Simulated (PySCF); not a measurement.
# GeB⁺ (triplet): changing the method

Aim: see what other functionals and later steps give for GeB⁺ (triplet).

The runs use PySCF 2.14.0; each script names its method and basis.

## (1) The system as given

GeB⁺ (triplet): 2 atoms, charge 1, spin multiplicity 3.

Bond lengths: Ge1–B2 1.971 Å.

## (2) The base run

The input, input.py:

```python
from pyscf import gto, dft

mol = gto.M(
    atom='Ge 0 0 0; B 0 0 1.971',
    basis='ano-rcc-vdzp',
    charge=1,
    spin=2,
    symmetry=True,
    verbose=4,
)
mf = dft.ROKS(mol, xc='b3pw91')
mf = mf.sfx2c1e()
mf.kernel()
mf.dip_moment()
print('orbital energies (hartree):', mf.mo_energy[..., max(0, mol.nelec[1]-3):mol.nelec[0]+3].round(4))
```

On the command line:

```console
$ OMP_NUM_THREADS=1 python input.py
```

## (3) UKS

Variant 1 changes SCF type: ROKS → UKS.

The input, input.py:

```python
from pyscf import gto, dft

mol = gto.M(
    atom='Ge 0 0 0; B 0 0 1.971',
    basis='ano-rcc-vdzp',
    charge=1,
    spin=2,
    symmetry=True,
    verbose=4,
)
mf = dft.UKS(mol, xc='b3pw91')
mf = mf.sfx2c1e()
mf.kernel()
mf.dip_moment()
print('orbital energies (hartree):', [e[max(0, n-3):n+3].round(4) for e, n in zip(mf.mo_energy, mol.nelec)])
```

## (4) CCSD(T) (ROHF)

Variant 2 changes step after the SCF: none → ccsd(t); SCF type: ROKS → ROHF; functional: b3pw91 → none (Hartree–Fock); frozen orbitals: none → 10.

Edit input.py of step 2 so:

```diff
@@ -1,2 +1,2 @@
-from pyscf import gto, dft
+from pyscf import gto, scf, cc
 
@@ -10,5 +10,8 @@
 )
-mf = dft.ROKS(mol, xc='b3pw91')
+mf = scf.ROHF(mol)
 mf = mf.sfx2c1e()
 mf.kernel()
+mycc = cc.CCSD(mf, frozen=10)
+mycc.kernel()
+mycc.ccsd_t()
 mf.dip_moment()
```

## (5) MP2 (UHF)

Variant 3 changes step after the SCF: none → mp2; SCF type: ROKS → UHF; functional: b3pw91 → none (Hartree–Fock); frozen orbitals: none → 10.

The input, input.py:

```python
from pyscf import gto, scf, mp

mol = gto.M(
    atom='Ge 0 0 0; B 0 0 1.971',
    basis='ano-rcc-vdzp',
    charge=1,
    spin=2,
    symmetry=True,
    verbose=4,
)
mf = scf.UHF(mol)
mf = mf.sfx2c1e()
mf.kernel()
mp.MP2(mf, frozen=10).kernel()
mf.dip_moment()
print('orbital energies (hartree):', [e[max(0, n-3):n+3].round(4) for e, n in zip(mf.mo_energy, mol.nelec)])
```

## (6) Pbesol

Variant 4 changes functional: b3pw91 → pbesol.

Edit input.py of step 2 so:

```diff
@@ -10,3 +10,3 @@
 )
-mf = dft.ROKS(mol, xc='b3pw91')
+mf = dft.ROKS(mol, xc='pbesol')
 mf = mf.sfx2c1e()
```

Q: Predict the outcome of this session. Wanted: for each run, E(SCF); from base; gap, α spin; after the SCF.

As calculated:

```
           run  E(SCF) (hartree)  from base (eV)  cycles  gap, α spin (eV)                  after the SCF
          base      -2123.185179               0       9               n/a                            n/a
           UKS      -2123.186663         -0.0404      11              1.80                            n/a
CCSD(T) (ROHF)      -2121.344753  not comparable      11               n/a  CCSD(T) correlation -8.140 eV
     MP2 (UHF)      -2121.345974  not comparable      15              8.25      MP2 correlation -7.553 eV
        pbesol      -2121.162647  not comparable      24               n/a                            n/a
```

Total energies of different functionals can't be compared with each other; differences within one functional can.
